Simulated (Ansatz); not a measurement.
Crystal: Al3Au.

```
CELL_PARAMETERS angstrom
-2.02533 2.02533 4.05660
2.02533 -2.02533 4.05660
2.02533 2.02533 -4.05660
ATOMIC_POSITIONS crystal
Au 0.00000 0.00000 0.00000
Al 0.50000 0.50000 0.00000
Al 0.25000 0.75000 0.50000
Al 0.75000 0.25000 0.50000
```

The cell comes from a database or a generator and needn't be the stable form of this composition.

Base run:

- Program: Ansatz 0.2.0
- Functional: PBEsol
- Potentials or basis: Ansatz PAW
- Cutoff: 420 eV (not typed: the program's choice for these potentials)
- k mesh: 9 × 9 × 9
- Occupations: fermi-dirac, width 0.05 eV
- Spin: no spin polarisation

Its results: band gap on the k mesh none (metal or under the smearing width); pressure -2.6 GPa.

Problem. The run is repeated on the same cell with these changes: spin from no spin polarisation to spin-orbit coupling, no magnetisation; potential files from those of the base run to others of the same set. What comes out?

Solution. Band gap on the k mesh none (metal or under the smearing width); pressure -3.2 GPa.

Caveats: the PAW data sets come from PBE, with cores solved anew for the run's functional, which leaves a small shift of forces and pressure; spin-orbit coupling is left out, which moves the levels of the heavy elements (some runs).
